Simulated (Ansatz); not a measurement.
# W8SeS15: band edges up the ladder

Aim: the gap, band edges and levels at named points of W8SeS15.

Program: Ansatz 0.2.0. Level of theory: DFT PBE+D3(BJ), scalar-relativistic, plane waves, PAW. These are calculated values, not measurements.

That is the level of the relaxation; later steps name their own.

## 1. The system as given

The structure is trigonal, space group P3m1 (No. 156). Conventional cell: a = 6.374 Å, b = 6.374 Å, c = 12.528 Å, α = 90.00°, β = 90.00°, γ = 120.00°. Around W (site symmetry 3m) lie 6 S at 2.42 Å. W (site symmetry m) is surrounded by 6 S at 2.42 Å. Around W (site symmetry m) lie 1 Se at 2.42 Å and 5 S at 2.42 Å. Se (site symmetry 3m) has 3 W at 2.42 Å as nearest neighbours. S (site symmetry m) is surrounded by 3 W at 2.42 Å. Around S (site symmetry 3m) lie 3 W at 2.42 Å. Only part of the 12 independent sites is listed.

Coordinates:

```cif
data_structure
_symmetry_space_group_name_H-M 'P3m1'
_symmetry_Int_Tables_number 156
_cell_length_a 6.3741
_cell_length_b 6.3741
_cell_length_c 12.5278
_cell_angle_alpha 90.000
_cell_angle_beta 90.000
_cell_angle_gamma 120.000
_cell_volume 440.81
loop_
_atom_site_label
_atom_site_type_symbol
_atom_site_symmetry_multiplicity
_atom_site_Wyckoff_symbol
_atom_site_fract_x
_atom_site_fract_y
_atom_site_fract_z
_atom_site_occupancy
W1 W 1 a 0.00000 0.00000 0.25000 1
W2 W 3 d 0.00000 0.50000 0.25000 1
W3 W 3 d 0.16667 0.83333 0.75000 1
W4 W 1 c 0.66667 0.33333 0.75000 1
Se1 Se 1 a 0.00000 0.00000 0.62500 1
S1 S 3 d 0.00000 0.50000 0.62500 1
S2 S 3 d 0.16667 0.83333 0.12500 1
S3 S 1 c 0.66667 0.33333 0.12500 1
S4 S 1 a 0.00000 0.00000 0.87500 1
S5 S 3 d 0.00000 0.50000 0.87500 1
S6 S 3 d 0.16667 0.83333 0.37500 1
S7 S 1 c 0.66667 0.33333 0.37500 1
```

(A quick probe on a coarse mesh, which set the mesh and smearing, is not shown.)

## 3. Rough relaxation on the coarse mesh

The input, input.yaml:

```yaml
crystal:
  lattice:
    - [6.37414828, 0.0, 0.0]
    - [-3.18707414, 5.52017434, 0.0]
    - [0.0, 0.0, 12.52780716]
  atoms:
    - { symbol: W, position: [0.16666667, 0.33333333, 0.25] }
    - { symbol: W, position: [0.16666667, 0.83333333, 0.25] }
    - { symbol: W, position: [0.66666667, 0.33333333, 0.25] }
    - { symbol: W, position: [0.66666667, 0.83333333, 0.25] }
    - { symbol: W, position: [0.33333333, 0.16666667, 0.75] }
    - { symbol: W, position: [0.33333333, 0.66666667, 0.75] }
    - { symbol: W, position: [0.83333333, 0.16666667, 0.75] }
    - { symbol: W, position: [0.83333333, 0.66666667, 0.75] }
    - { symbol: Se, position: [0.16666667, 0.33333333, 0.625] }
    - { symbol: S, position: [0.16666667, 0.83333333, 0.625] }
    - { symbol: S, position: [0.66666667, 0.33333333, 0.625] }
    - { symbol: S, position: [0.66666667, 0.83333333, 0.625] }
    - { symbol: S, position: [0.33333333, 0.16666667, 0.125] }
    - { symbol: S, position: [0.33333333, 0.66666667, 0.125] }
    - { symbol: S, position: [0.83333333, 0.16666667, 0.125] }
    - { symbol: S, position: [0.83333333, 0.66666667, 0.125] }
    - { symbol: S, position: [0.16666667, 0.33333333, 0.875] }
    - { symbol: S, position: [0.16666667, 0.83333333, 0.875] }
    - { symbol: S, position: [0.66666667, 0.33333333, 0.875] }
    - { symbol: S, position: [0.66666667, 0.83333333, 0.875] }
    - { symbol: S, position: [0.33333333, 0.16666667, 0.375] }
    - { symbol: S, position: [0.33333333, 0.66666667, 0.375] }
    - { symbol: S, position: [0.83333333, 0.16666667, 0.375] }
    - { symbol: S, position: [0.83333333, 0.66666667, 0.375] }
basis:
  ecutwfc: 420
kpoints:
  mp_grid: { grid: [6, 6, 2] }
hamiltonian:
  xc: pbe
  dispersion: d3bj
scf:
  occupations: { method: gaussian, width: 0.1 }
output:
  forces: true
  stress: true
  eigenvalues: true
relax:
  adjacent_minimum: "off"
  f_tol: 0.05
  max_steps: 80
  cell: { stress_tol: 0.5 }
```

Started as:

```console
$ ansatz run input.yaml --threads 8 --pin off --max-ram 22528MiB --backend cpu --events-out ev --progress --plain --runs-dir out
```

The session goes on with these runs: the relaxation; band edges over the whole zone; the run at PBE+D3(BJ).

**Question.** What will these runs give? Wanted: relaxed cell; volume; gap, PBE+D3(BJ).

The runs gave:

```
            quantity                                                                        value
        relaxed cell  a = 6.322 Å, b = 6.322 Å, c = 12.199 Å, α = 90.00°, β = 90.00°, γ = 120.00°
space group (0.01 Å)                                                               P3m1 (No. 156)
              volume                                                                17.60 Å³/atom
     gap, PBE+D3(BJ)                                                            0.87 eV, indirect
```

**Reading.** The cell shrank by 4.2 % in volume on relaxing. The shape changed too: the edges of the input's cell moved by -0.8, -0.8, -2.6 %. At PBE+D3(BJ) the gap is 0.87 eV, from Γ to (0.33, 0.33, 0.00). Spin-orbit coupling is left out, which matters for the bands of W.

These are semilocal Kohn-Sham gaps, which aren't the measured quantity. Such gaps usually fall short of the measured ones.
